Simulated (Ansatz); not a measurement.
**interstitial N in Si: a dynamics run in two tries**

Aim: a short trajectory for this system. The host cell (diamond) has 16 atoms; the extra atom is the last.

Method: DFT PBE, plane waves, PAW, scalar-relativistic, collinear spin, in Ansatz 0.2.0.

## 1. The structure to begin with

The cell holds 17 atoms (NSi16): a = 7.679 Å, b = 7.679 Å, c = 7.679 Å, α = 60.00°, β = 60.00°, γ = 60.00°.

Coordinates:

```
Si N
1.0
     0.00000    5.43000    5.43000
     5.43000    0.00000    5.43000
     5.43000    5.43000    0.00000
Si N
16 1
Direct
  0.98843 0.99371 0.03010
  0.10479 0.14593 0.13424
  0.97814 0.97399 0.50201
  0.06302 0.14237 0.65198
  0.98911 0.52103 0.02677
  0.17110 0.58816 0.13238
  0.07967 0.45607 0.52493
  0.16003 0.61482 0.63062
  0.48462 0.99825 0.03805
  0.62734 0.10953 0.14967
  0.42111 0.09004 0.50445
  0.60093 0.08832 0.66283
  0.54577 0.45318 0.01280
  0.63994 0.63519 0.06543
  0.55007 0.49382 0.48173
  0.69115 0.58039 0.63159
  0.65301 0.84561 0.57403
```

## 2. First try

Contents of input.yaml:

```yaml
accuracy: low
crystal:
  lattice:
    - [0.0, 5.43, 5.43]
    - [5.43, 0.0, 5.43]
    - [5.43, 5.43, 0.0]
  atoms:
    - { symbol: Si, position: [-0.01156915, -0.00629207, 0.03009941] }
    - { symbol: Si, position: [0.10479474, 0.1459284, 0.13423925] }
    - { symbol: Si, position: [-0.02185846, -0.0260145, 0.50201059] }
    - { symbol: Si, position: [0.06301883, 0.14236966, 0.65197717] }
    - { symbol: Si, position: [-0.01088949, 0.52102892, 0.02676847] }
    - { symbol: Si, position: [0.17109754, 0.58816215, 0.13237726] }
    - { symbol: Si, position: [0.07967133, 0.45606842, 0.52492696] }
    - { symbol: Si, position: [0.16003091, 0.61481986, 0.63061827] }
    - { symbol: Si, position: [0.48461692, -0.00175471, 0.03805271] }
    - { symbol: Si, position: [0.62733935, 0.10952607, 0.1496728] }
    - { symbol: Si, position: [0.42111466, 0.0900378, 0.50444977] }
    - { symbol: Si, position: [0.60092842, 0.08832487, 0.66283352] }
    - { symbol: Si, position: [0.5457733, 0.45317796, 0.01280137] }
    - { symbol: Si, position: [0.63994439, 0.63518534, 0.06542501] }
    - { symbol: Si, position: [0.5500652, 0.49381674, 0.48172588] }
    - { symbol: Si, position: [0.69114855, 0.58039158, 0.63159245] }
    - { symbol: "N", position: [0.65300816, 0.84560727, 0.57403395], spin: 1.0 }
magnetization:
  spin_polarized: true
basis:
  ecutwfc: 90.0
kpoints:
  mp_grid: { grid: [2, 2, 2] }
hamiltonian:
  xc: pbe
  pseudopotentials: { kind: paw, azcp: { folder: soft_1 } }
scf:
  occupations: { method: fermi_dirac, width: 0.05 }
  lower_state_search: "off"
  max_iter: 99
md:
  timestep: 1
  n_steps: 25
  ensemble: nve
  temperature: 2100.0
  initial_velocities: maxwell_boltzmann
  seed: 424337
```

Run with:

```sh
$ ansatz run input.yaml --threads 1 --pin off --max-ram 3072MiB --backend cpu --events-out ev --progress --plain --runs-dir out
```

What does the calculation give? Wanted: first try.

**Answer**, as computed:

```
 quantity                                                                value
first try                                        converged; not a sound result
    cause  the plane-wave cutoff is a small fraction of what the datasets need
```

**Reading.** The program did not catch the first fault at the input check, so it cost a run.
